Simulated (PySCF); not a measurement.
# [Bi(SH)2]+: other functionals and bases at one geometry

An exercise on one series of results from a longer session: the logs are not shown, and one member is left open.

Method: several levels, as the steps say, no spin–orbit coupling; program: PySCF 2.14.0.

4 further runs of the same task are left out: 2 for a known fault of the program, 1 that didn't finish, 1 set aside as unsound or not needed.

**The starting structure**

5 atoms, charge 1, spin multiplicity 1.

Bond lengths: Bi1–S2 2.472 Å, Bi1–S4 2.475 Å, S2–H3 1.359 Å, S4–H5 1.359 Å. Angles: S2–Bi1–S4 96.0°, Bi1–S2–H3 96.7°, Bi1–S4–H5 94.4°.

As a file:

| atom | x (Å) | y (Å) | z (Å) |
| --- | --- | --- | --- |
| Bi1 | 0.0000 | -1.3932 | 0.3632 |
| S2 | 0.0000 | 0.1406 | 2.3019 |
| H3 | 0.0000 | 1.2974 | 1.5890 |
| S4 | 0.0000 | 0.3776 | -1.3665 |
| H5 | 0.0000 | -0.4948 | -2.4088 |

Formal oxidation states: Bi +3. An earlier session relaxed this geometry at r2SCAN, Bi def2-SVP with ECP60, S def2-SVP, H def2-SVP (singlet, point group Cs).

At r2SCAN on the finer grid: E = -1011.791184 Eh, HOMO -12.01 eV, LUMO -9.65 eV, Mulliken charge on Bi1 +0.87 e, largest force component 0.017 eV/Å. 

Levels to run: M06-L; wB97X; PBE0; B3LYP; r2SCAN, TZVP; r2SCAN, x2c-SVP. Hardware: 2 threads of Intel Xeon Platinum 8259CL at 2.50GHz (Skylake/Cascade Lake), shared host.

Set-up of the first run:

File run.py (the lines that set the calculation):

```python
mol = gto.M(atom='''
Bi     0.00000    -1.39319     0.36323
S      0.00000     0.14060     2.30189
H      0.00000     1.29745     1.58900
S      0.00000     0.37763    -1.36652
H      0.00000    -0.49481    -2.40879''',
    basis={'Bi': 'def2-SVP', 'S': 'def2-SVP', 'H': 'def2-SVP'},
    ecp={'Bi': 'def2-SVP'},
    charge=1, spin=0)
mf = dft.RKS(mol, xc='M06L')
mf.grids.atom_grid = (75, 302)
mf = mf.density_fit()  # fitting sets: Bi def2-universal-JKFIT, S def2-universal-JKFIT, H def2-universal-JKFIT
mf.conv_tol = 1e-08; mf.max_cycle = 55
mf.kernel(dm0)  # dm0: the density of the relaxed state
```

Launch:

```bash
OMP_NUM_THREADS=2 python run.py
```

Among the steps run: M06-L; wB97X; PBE0; B3LYP; r2SCAN, TZVP; r2SCAN, x2c-SVP.

One of the session's tables, all rows but one given; the rest of the session is left out.

| level | HOMO (eV) | gap (eV) | charge on Bi1 (e) | dipole (D) | largest force component (eV/Å) |
| --- | --- | --- | --- | --- | --- |
| r2SCAN (relaxed here) | -12.01 | 2.35 | 0.87 | 1.48 | 0.02 |
| M06-L | -11.91 | 2.40 | 1.01 | 1.67 | 0.20 |
| wB97X | -14.93 | 7.63 | 0.93 | 1.69 | 0.67 |
| PBE0 | -12.77 | 3.71 | 0.88 | 1.49 | 0.28 |
| B3LYP | -12.50 | 3.31 | 0.84 | 1.37 | 0.17 |
| r2SCAN, TZVP | -11.94 | 2.36 | 0.92 | 1.18 | 0.68 |
| r2SCAN, x2c-SVP | ? | ? | ? | ? | ? |

Q: Estimate the row for r2SCAN, x2c-SVP from the others.

The run gave: HOMO (eV): -12.02; gap (eV): 2.32; charge on Bi1 (e): 0.86; dipole (D): 1.46; largest force component (eV/Å): 0.77. In the column «HOMO (eV)» it lies between B3LYP (-12.50) and r2SCAN (relaxed here) (-12.01).

The dipole of a charged species depends on the origin, so these sizes hold for this origin alone.

In one basis the HOMO–LUMO gap runs from 2.35 eV (r2SCAN) to 7.63 eV (wB97X). The largest leftover force, 0.77 eV/Å with r2SCAN, x2c-SVP, stands at a geometry relaxed at another level. Total energies of different levels can't be compared.
